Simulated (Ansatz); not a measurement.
**AgPdO2: how the settings move a single-point run**

Aim: see which settings change the result for AgPdO2, by how much, and at what cost.

Method: reference: DFT, LDA, PAW with Ansatz's default frozen-core files, scalar-relativistic, in Ansatz 0.2.0.

## Step 1: The starting structure

It takes space group Pm (No. 6, monoclinic). The conventional cell has a = 3.005 Å, b = 3.347 Å, c = 5.423 Å, α = 90.00°, β = 90.00°, γ = 90.00°. Ag (site symmetry m) has 4 O at 2.12 to 2.17 Å in its first shell of neighbours. Pd (site symmetry m) is surrounded by 4 O at 1.89 to 2.25 Å. O (site symmetry m) has 2 Pd at 2.00 to 2.25 Å and 2 Ag at 2.12 Å in its first shell of neighbours. O (site symmetry m) is surrounded by 2 Pd at 1.89 to 2.03 Å and 2 Ag at 2.17 Å.

As a file:

```
CELL_PARAMETERS angstrom
3.00451 0.00000 0.00000
0.00000 3.34717 0.00000
0.00000 0.00000 5.42314
ATOMIC_POSITIONS crystal
Ag 0.50000 0.50000 0.50000
Pd 0.03000 0.00000 0.98524
O 0.47000 0.00000 0.26081
O 0.50000 0.00000 0.75396
```

## Step 2: Reference

The input, input.yaml:

```yaml
crystal:
  lattice:
    - [3.00450974, 0.0, 0.0]
    - [0.0, 3.34717092, 0.0]
    - [0.0, 0.0, 5.42314049]
  atoms:
    - { symbol: Ag, position: [0.5, 0.5, 0.5] }
    - { symbol: Pd, position: [0.03, 0.0, -0.0147625518] }
    - { symbol: O, position: [0.47, 0.0, 0.2608050818] }
    - { symbol: O, position: [0.5, 0.0, 0.75395747] }
kpoints:
  mp_grid: { grid: [8, 7, 5] }
scf:
  occupations: { method: fermi_dirac, width: 0.05 }
hamiltonian:
  xc: lda
  pseudopotentials: { kind: paw }
output:
  forces: true
  stress: true
  eigenvalues: true
  populations: true
  write_density: true
  write_potential: true
  elf: true
  volumetric_format: npy
```

Run with:

```sh
> ansatz run input.yaml --threads 1 --pin off --max-ram 3072MiB --backend cpu --events-out ev --progress --plain --runs-dir out
```

## Step 3: Variant: hubbard.sites [{species: Ag, l: d, u_eff: 5.0}], hubbard.double_counting fll, ecutwfc 300 eV

input.yaml, as its differences from that of step 2:

```diff
@@ -17,2 +17,3 @@
   pseudopotentials: { kind: paw }
+  hubbard: { sites: [{ species: Ag, l: d, u_eff: 5.0 }], double_counting: fll }
 output:
@@ -26 +27,3 @@
   volumetric_format: npy
+basis:
+  ecutwfc: "300 eV"
```

## Step 4: Changed: mixing.algorithm anderson, mixing.beta 0.05, mixing.ndim 2, dispersion d3bjatm

input.yaml, as its differences from that of step 2:

```diff
@@ -14,2 +14,3 @@
   occupations: { method: fermi_dirac, width: 0.05 }
+  mixing: { algorithm: anderson, beta: 0.05, ndim: 2 }
 hamiltonian:
@@ -17,2 +18,3 @@
   pseudopotentials: { kind: paw }
+  dispersion: d3bjatm
 output:
```

Before running it: what results should come out? Wanted: for each run, ending; energy change; pressure; gap; force.

The runs gave:

```
                                                                                            run     ending                                                     energy change  pressure (GPa)  gap (eV)  force (eV/Å)  cycles   time
                                                                                      reference  converged                                                                 0            -6.2      0.00          3.15       8  4.5 s
1: hubbard.sites [{species: Ag, l: d, u_eff: 5.0}], hubbard.double_counting fll, ecutwfc 300 eV  converged  +555.2 meV/atom (Hubbard term changed: no physical gain or loss)            -4.6      0.00          2.94      11  4.8 s
              2: mixing.algorithm anderson, mixing.beta 0.05, mixing.ndim 2, dispersion d3bjatm  converged                  -262.5 meV/atom (offset of the dispersion model)            -9.1      0.00          3.15      67   15 s
```

Residual by cycle in the longest SCF loop of each run; runs are numbered as in the table. The quantity is the density residual dr2, in eV.

```
cycle  reference   run 1    run 2
    1      0.156      23    0.156
    7     6.4e-7  1.8e-4  0.00124
   13          -       -   3.2e-4
   19          -       -   9.5e-5
   25          -       -   3.5e-5
   31          -       -   1.3e-5
   37          -       -   6.5e-6
   43          -       -   2.5e-6
   49          -       -   1.2e-6
   55          -       -   4.7e-7
   61          -       -   2.2e-7
   67          -       -   9.7e-8
```

What this shows: Run 1 ran under the cutoff that the potentials recommend, as the log warns, so basis error is mixed into its values. A changed U is a change of model: its shifts are not errors of convergence. Of the variants the dearest is «mixing.algorithm anderson, mixing.beta 0.05, mixing.ndim 2, dispersion d3bjatm» (15 s), the cheapest «hubbard.sites [{species: Ag, l: d, u_eff: 5.0}], hubbard.double_counting fll, ecutwfc 300 eV» (4.8 s), on a shared host.
